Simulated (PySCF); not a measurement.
# C8H13Cl: the cost of one run

Computed with PySCF 2.14.0 and routines of our own; the level stands in each step. Atoms count from 0.

## 1. The starting structure

22 atoms, charge 0, multiplicity 1; geometry from: GFN2-xTB.

## 2. Optimising the geometry at PBE0-D3(BJ)/def2-SVP

The job: settings as JSON, then the geometry in Å.

```
{"job": {"xc": "PBE0", "basis": "def2-SVP", "d3": "d3bj", "grid": 2, "kind": "geom"}, "charge": 0, "multiplicity": 1}
Cl    -0.042795     1.953526    -1.847442
C     -0.064301     1.588023    -0.145387
C      0.999921     1.099577     0.480171
C      2.089288     0.347063    -0.191649
C      1.601330    -1.121369    -0.144733
C      0.148895    -1.319739    -0.616969
C     -0.962888    -1.036442     0.424872
C     -1.941565     0.104982     0.095226
C     -1.425037     1.519925     0.450862
H      0.927995     0.965331     1.550614
H      3.048748     0.434428     0.318952
H      2.207354     0.663939    -1.226904
H      1.697026    -1.496030     0.876896
H      2.259315    -1.721003    -0.778051
H      0.059177    -2.364496    -0.923911
H     -0.016047    -0.717893    -1.509622
H     -0.516988    -0.850842     1.402184
H     -1.564844    -1.942857     0.523391
H     -2.174721     0.075145    -0.970310
H     -2.871906    -0.063148     0.642090
H     -1.363279     1.627626     1.534104
H     -2.105088     2.273637     0.054766
```

Launch:

```bash
$ OMP_NUM_THREADS=1 python excited_run.py task.json out
```

The driver reads the jobs from task.json and runs them one after another.

**Question.** How long does this first job take on 1 thread of Intel Xeon Platinum 8488C, shared host, and how much memory does it need?

About 2.6 min, with a peak of 0.9 GiB.
